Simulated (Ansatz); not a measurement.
# AsH4+ (singlet): the correlation ladder, 6-31G

One table from this session's results is given with a row withheld; the runs are named, their logs left out.

Method: 6-31G, core rule «outside noble gas», up to 14 orbitals frozen; program: Ansatz 0.2.0, Gaussian basis.

To be run: UHF; CCSD(T) on RHF; BCCD(T) on RHF; CISD; CCSDT(Q) on RHF; CISDTQ; CCSDTQ on RHF; CASSCF and MRCISD+Q, 8 electrons in 8 orbitals; CASSCF and MRCISD+Q(relaxed), 8 electrons in 8 orbitals; CASSCF and NEVPT2, 8 electrons in 8 orbitals; Full CI.

7 further runs of the same task are left out: 3 that didn't finish, 4 set aside as unsound or not needed.

### The geometry

The geometry is a PBE0/def2-TZVP stationary point (not a proven minimum). No spin-orbit coupling is included. The filled d shell of As may be among the frozen orbitals whatever the setting's name suggests; the logs give the count.

5 atoms, charge 1, spin multiplicity 1.

Atoms are counted from 1 here; the program's logs count them from 0.

Bond lengths: As1–H2 1.490 Å, As1–H3 1.490 Å, As1–H4 1.490 Å, As1–H5 1.490 Å. Angles: H2–As1–H3 109.5°, H2–As1–H4 109.5°, H2–As1–H5 109.5°, H3–As1–H4 109.5°, H3–As1–H5 109.5°, H4–As1–H5 109.5°.

The first run:

Input file in.yaml:

```yaml
crystal:
  periodic: [false, false, false]
  atoms:
    - {symbol: As, position_ang: [0.000000, 0.000000, 0.000000]}
    - {symbol: H, position_ang: [0.859076, 0.861798, 0.860132]}
    - {symbol: H, position_ang: [-0.862586, -0.857884, 0.860532]}
    - {symbol: H, position_ang: [-0.858082, 0.858870, -0.864044]}
    - {symbol: H, position_ang: [0.861592, -0.862784, -0.856620]}
basis:
  gaussian: {orbitals: 6-31G}
total_charge: 1
magnetization: {spin_polarized: true, initial_magnetization: 0}
hamiltonian: {xc: hf}
output: {orbitals: {seedname: orbitals}}
```

Started as:

```sh
> ansatz run in.yaml --threads 1 --pin off --events-out ev --progress --plain --max-ram 2393MiB
```

Steps of the session up to this table: UHF; CCSD(T) on RHF; BCCD(T) on RHF; CISD; CCSDT(Q) on RHF; CISDTQ; CCSDTQ on RHF; CASSCF and MRCISD+Q, 8 electrons in 8 orbitals; CASSCF and MRCISD+Q(relaxed), 8 electrons in 8 orbitals; CASSCF and NEVPT2, 8 electrons in 8 orbitals; Full CI.

One of the session's tables, all rows but one given; the rest of the session is left out.

| method | from FCI (kcal/mol) |
| --- | --- |
| RHF | +58.15 |
| RMP2 | +16.07 |
| CISD | +2.95 |
| RCCSD | +0.82 |
| RCCSD(T) | ? |
| BCCD(T) | +0.19 |
| RCCSDT | +0.02 |
| CISDTQ | +0.07 |
| RCCSDT(Q) | 0.00 |
| RCCSDTQ | 0.00 |
| CASSCF valence | +13.43 |
| NEVPT2 valence | +2.92 |
| MRCISD valence | +0.30 |
| MRCISD+Q valence | +0.16 |
| MRCISD+Q(relaxed) valence | +0.01 |
| FCI | 0 |

Q: Estimate the row for RCCSD(T) from the others.

As computed: from FCI (kcal/mol): +0.20. In the column «from FCI (kcal/mol)» it lies between BCCD(T) (+0.19) and MRCISD valence (+0.30).
